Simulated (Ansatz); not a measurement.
What does this script print? It uses the Ansatz DFT code, driven from Python.

Script `relax.py`:
```python
'''Ionic relaxation of RbBa3.'''

import ansatz as az
from ase import Atoms
from ase.data import atomic_numbers
from ase.neighborlist import neighbor_list
import numpy as np
from pymatgen.core import Structure
from pymatgen.symmetry.analyzer import SpacegroupAnalyzer
import spglib

atoms = Atoms(
    ['Rb', 'Ba', 'Ba', 'Ba'],
    scaled_positions=[
        (0.0, 0.0, 0.0),
        (0.25, 0.25, 0.25),
        (0.75, 0.75, 0.75),
        (0.5, 0.5, 0.5),
    ],
    cell=[
        (0.0, 5.181155, 5.181155),
        (5.181155, 0.0, 5.181155),
        (5.181155, 5.181155, 0.0),
    ],
    pbc=True,
)
rbba3 = az.Crystal.from_ase(atoms)
# push one atom off its site

base = (
    rbba3.move(1, to=(0.24035, 0.278951, 0.24035)).fix(2).calculation()
    .occupations('fermi_dirac', width=50 * az.meV)
    .kpoints(4, 4, 4)  # the mesh must be finer for metals
    .functional('r2scan')
    .scf(tolerance=1e-07)
    .pseudopotentials('paw')
    .relax(force_tolerance=0.005)  # relax until the tolerances are met
)
steps = []


def collect(event):
    if event['event'] == 'relax_step':
        steps.append(event['data'])


done = base.session().plan().execute(on_event=collect)
summary = done.report
print('step   energy (eV)     max comp. (eV/A)  SCF')
for s in steps:
    print(f'{s["step"]:4d} {s["lagrangian_ev"]:15.5f} {s["allowed_force_max_ev_ang"]:12.4f} {s["n_scf"]:5d}')

first, last = steps[0], steps[-1]
symbols = [site.symbol for site in done.lattice.sites]
print(f'energy gained {first["lagrangian_ev"] - last["lagrangian_ev"]:.4f} eV in {len(steps) - 1} steps')

fractions = [site.position_frac for site in done.lattice.sites]
numbers = [atomic_numbers[s] for s in symbols]
for tolerance in (1e-3, 1e-2, 1e-1):
    print(f'space group at {tolerance} A:', spglib.get_spacegroup((done.lattice.cell_ang, fractions, numbers), symprec=tolerance))

print('relaxed fractional positions')
for site in done.lattice.sites:
    print(f'  {site.symbol:2s}', ' '.join(f'{v % 1:8.5f}' for v in np.round(site.position_frac, 5)))

final = Atoms(symbols, positions=last['positions_ang'], cell=done.lattice.cell_ang, pbc=True)
i, j, d = neighbor_list('ijd', final, 4.5)
print('neighbours within 1.1 times the shortest distance of each atom (A)')
for atom in range(len(final)):
    near = [m for m in np.argsort(d) if i[m] == atom]
    shell = [m for m in near if d[m] < 1.1 * d[near[0]]]
    print(f'{symbols[atom]}{atom} ({len(shell)}):', ', '.join(f'{symbols[j[m]]} {d[m]:.3f}' for m in shell))

energy = summary['free_energy_ev']
print('RbBa3: {:.6f} eV = {:.6f} Ry = {:.6f} Ha'.format(energy, energy / 13.605693, energy / 27.211386))
print('Fermi level {:.4f} eV, {} k-points, {} symmetry operations'.format(summary['fermi_energy_ev'], summary['n_kpoints'], summary['n_symmetry_ops']))

final = Structure(done.lattice.cell_ang, [s.symbol for s in done.lattice.sites], [s.position_frac for s in done.lattice.sites])
analyser = SpacegroupAnalyzer(final, symprec=0.01)
standard = analyser.get_conventional_standard_structure()
print(analyser.get_crystal_system(), analyser.get_space_group_symbol(), len(standard), 'atoms in the conventional cell')
print('a b c (A):', [round(x, 4) for x in standard.lattice.abc], ' angles:', [round(x, 2) for x in standard.lattice.angles])
print(f'mass density {float(final.density):.3f} g/cm^3')
```

```console
$ python relax.py
DeckWarning: the atoms were moved onto the symmetric positions of the space group found under crystal.symmetry.tolerance 1.0e-5 (fractional; no operation is sought that the atoms, as they stand in a [...]
DeckWarning: basis.ecutwfc = 500 eV, auto-derived from the records' recommended cutoffs: set by Rb (their level for a meta-GGA)
step   energy (eV)     max comp. (eV/A)  SCF
   1    -21170.79027       0.1176     7
   2    -21170.80118       0.0734     7
   3    -21170.80801       0.0064     7
   4    -21170.80809       0.0008     5
energy gained 0.0178 eV in 3 steps
space group at 0.001 A: R3m (160)
space group at 0.01 A: Fm-3m (225)
space group at 0.1 A: Fm-3m (225)
relaxed fractional positions
  Rb  0.99993  0.00022  0.99993
  Ba  0.25000  0.25001  0.25000
  Ba  0.75000  0.75000  0.75000
  Ba  0.49998  0.50005  0.49998
neighbours within 1.1 times the shortest distance of each atom (A)
Rb0 (8): Ba 4.486, Ba 4.487, Ba 4.487, Ba 4.487, Ba 4.487, Ba 4.487, Ba 4.487, Ba 4.488
Ba1 (8): Rb 4.487, Rb 4.487, Rb 4.487, Ba 4.487, Ba 4.487, Ba 4.487, Ba 4.487, Rb 4.488
Ba2 (8): Rb 4.486, Ba 4.487, Ba 4.487, Ba 4.487, Ba 4.487, Rb 4.487, Rb 4.487, Rb 4.487
Ba3 (8): Ba 4.487, Ba 4.487, Ba 4.487, Ba 4.487, Ba 4.487, Ba 4.487, Ba 4.487, Ba 4.487
RbBa3: -21170.808093 eV = -1556.025709 Ry = -778.012854 Ha
Fermi level 4.6236 eV, 13 k-points, 6 symmetry operations
cubic Fm-3m 16 atoms in the conventional cell
a b c (A): [10.3623, 10.3623, 10.3623]  angles: [90.0, 90.0, 90.0]
mass density 2.970 g/cm^3
```
(Warnings from the package without file and line, shortened.)

Notes:
- Total energies depend on the potentials; only differences at equal settings carry meaning. A total without «per atom» is that of the cell as typed.
- For a metal this k-point mesh is coarse: on a finer one energies can move by several to tens of meV an atom and pressures by half a GPa or more, differences at one mesh by less.
- An absolute Fermi energy rests on an arbitrary zero of the periodic potential and has no direct meaning.
- Energies along a relaxation are free energies. A last row that repeats the one before re-solves the same geometry more tightly.
- The structure comes from a database of computed cells and needn't be a stable or known phase.
- Processor time in the engine: 74 s on 1 thread of Intel(R) Xeon(R) Processor @ 2.30GHz, with other jobs on the host, peak memory 1.4 GiB.

(A comment or docstring line of the script was reworded after the run, the code is as it ran.)
